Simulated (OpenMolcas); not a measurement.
# Rh⁴⁺ among point charges: CASSCF and CASPT2 levels and susceptibility

Aim: the splitting of the states of Rh⁴⁺ in the field of 6 point charges, its lowest levels with spin-orbit coupling and its magnetic susceptibility.

Program: OpenMolcas 26.06. Level of theory: state-averaged CASSCF and CASPT2, spin-orbit coupling by RASSI with atomic mean-field integrals. These are calculated values, not measurements, unless marked.

## 1. The system

```
Species                           : Rh⁴⁺ (rhodium, Z = 45, 41 electrons)
Basis                             : ANO-RCC-VTZP [7s6p4d2f1g], 68 functions
Scalar Hamiltonian                : DKH2, point nucleus
Inactive shells                   : 1s 2s 2p 3s 3p 3d 4s 4p
Active space                      : 5 electrons in 5 orbitals (4d)
Some configurations of this space : 4d⁵
Orbitals                          : optimised for each spin and parity, averaged over all roots
```

Outer shells as boxes (Hund's rule):

4d5
```
4d [↑ ][↑ ][↑ ][↑ ][↑ ]
```

The ion sits among 6 point charges of -0.5 e arranged as an octahedron (Oh), 2.23 Å from the ion.

The work runs as a chain of OpenMolcas steps in one folder; each step below is one input file. Labels, J, g values, rates, χT and fits are worked out afterwards by a script from the matrices that RASSI stores. The input lists half of the charges; inversion (Group=XYZ) makes the rest.

## 2. One- and two-electron integrals

a.inp reads:

```
&GATEWAY
Coord
1

Rh 0.0 0.0 0.0
Basis=ANO-RCC-VTZP
Group=XYZ
NoMove
AngMom=0.0 0.0 0.0
AMFI
XField
3 Angstrom 0
2.230000 0.000000 0.000000 -0.500000
0.000000 2.230000 0.000000 -0.500000
0.000000 0.000000 2.230000 -0.500000
&SEWARD
```

Run with:

```sh
OMP_NUM_THREADS=1 MOLCAS_MEM=1689 MOLCAS_PROJECT=a pymolcas a.inp > a.log
```

## 3. CASSCF: sextets of even parity, 1 root

a.inp reads:

```
&RASSCF
FileOrb=start.orb
Symmetry=1
Spin=6
nActEl=5 0 0
Inactive=9 9
Ras2=5 0
CIRoot=1 1 1
SDav=1
CIMx=300
Iter=120 100
PrWF=0.3
OrbListing=Nothing
MaxOrb=0
>>> COPY $Project.JobIph JOB001
```

start.orb holds the contracted functions of the basis, ordered by shell, or the orbitals of the step before.

## 4. CASSCF: quartets of even parity, 24 roots

a.inp reads:

```
&RASSCF
FileOrb=start.orb
Symmetry=1
Spin=4
nActEl=5 0 0
Inactive=9 9
Ras2=5 0
CIRoot=24 24 1
SDav=24
CIMx=300
Iter=120 100
PrWF=0.3
OrbListing=Nothing
MaxOrb=0
>>> COPY $Project.JobIph JOB002
```

## 5. Reference wave functions, doublets of even parity, 75 roots

a.inp reads:

```
&RASSCF
FileOrb=start.orb
Symmetry=1
Spin=2
nActEl=5 0 0
Inactive=9 9
Ras2=5 0
CIRoot=75 75 1
SDav=75
CIMx=300
Iter=120 100
PrWF=0.3
OrbListing=Nothing
MaxOrb=0
>>> COPY $Project.JobIph JOB003
```

## 6. State interaction with spin-orbit coupling

a.inp reads:

```
&RASSI
NrOfJobIphs=3 1 24 75
1
1 2 3 4 5 6 7 8 9 10 11 12 13 14 15 16 17 18 19 20 21 22 23 24
1 2 3 4 5 6 7 8 9 10 11 12 13 14 15 16 17 18 19 20 21 22 23 24 25 26 27
28 29 30 31 32 33 34 35 36 37 38 39 40 41 42 43 44 45 46 47 48 49 50 51
52 53 54 55 56 57 58 59 60 61 62 63 64 65 66 67 68 69 70 71 72 73 74 75
IphNames
JOB001
JOB002
JOB003
EJob
SpinOrbit
DIPRint=1.0
SOCoupling=1000.0
Subsets=2
Property=9
'ANGMOM' 1 'ANGMOM' 2 'ANGMOM' 3 'MLTPL  1' 1 'MLTPL  1' 2 'MLTPL  1' 3
'AMFI' 1 'AMFI' 2 'AMFI' 3
SOProperty=3
'ANGMOM' 1 'ANGMOM' 2 'ANGMOM' 3
```

## 7. CASPT2: IPEA 0.25, imaginary shift 0.1 (closed shells correlated: 4s 4p)

a.inp reads:

```
>>> COPY JOB001 $Project.JobIph
&CASPT2
Multistate=1 1
Frozen=8 6
IPEA=0.25
Imaginary=0.1
MaxIter=60
WThr=0.0 0.3 0.05
PrWF=0.5
NoMix
>>> COPY JOB002 $Project.JobIph
&CASPT2
Multistate=24 1 2 3 4 5 6 7 8 9 10 11 12 13 14 15 16 17 18 19 20 21 22
23 24
NoMult
Frozen=8 6
IPEA=0.25
Imaginary=0.1
MaxIter=60
WThr=0.0 0.3 0.05
PrWF=0.5
NoMix
>>> COPY JOB003 $Project.JobIph
&CASPT2
Multistate=75 1 2 3 4 5 6 7 8 9 10 11 12 13 14 15 16 17 18 19 20 21 22
23 24 25 26 27 28 29 30 31 32 33 34 35 36 37 38 39 40 41 42 43 44 45 46
47 48 49 50 51 52 53 54 55 56 57 58 59 60 61 62 63 64 65 66 67 68 69 70
71 72 73 74 75
NoMult
Frozen=8 6
IPEA=0.25
Imaginary=0.1
MaxIter=60
WThr=0.0 0.3 0.05
PrWF=0.5
NoMix
```

(Steps that only read results are left out.)

**Question.** What will these runs give? Wanted: spin-free ground state; lowest level; next level.

**Answer**, as computed:

```
                 quantity                                                                        value
                   method  SS-CASPT2, IPEA 0.25, imaginary shift 0.1 (closed shells correlated: 4s 4p)
   spin-free ground state                                              6A1, 1-fold in its orbital part
             lowest level                                                                       6-fold
               next level                                                                 26346.9 cm⁻¹
              χT at 300 K                                                               4.37 cm³ K/mol
effective moment at 300 K                                                                      5.91 μB
```

Cost by method:

| method | time of its own steps | time with the reference |
| --- | --- | --- |
| A. CASSCF | 24 s | 24 s |
| B. SS-CASPT2, IPEA 0.25, imaginary shift 0.1, +4s 4p | 12 s | 36 s |

Times are of one thread on a shared host.

**Reading.** The spin-free ground state (6A1) comes to 100 % from free-ion S terms and keeps the highest spin of the shell. χT at 300 K is 4.37, against 4.39 cm³ K/mol for the spin alone, as a half-filled shell (L = 0) has no orbital moment. An active space of the d shell alone favours high spin; real ions in strong fields can be low spin. A ligand-field fit to the states below 45000 cm-1 gives 10Dq = 813 cm-1, B = 790 cm-1 and C = 3779 cm-1 (C/B = 4.79), with a deviation of 538 cm-1. CASPT2 does not keep the components of a term degenerate, and the means are used. The field of point charges can differ much from that of real complexes. With metal d orbitals alone active, the gaps between spin states are rough; where two lie within a few thousand cm-1, their order is open. This is an electrostatic model: the charges have no orbitals.
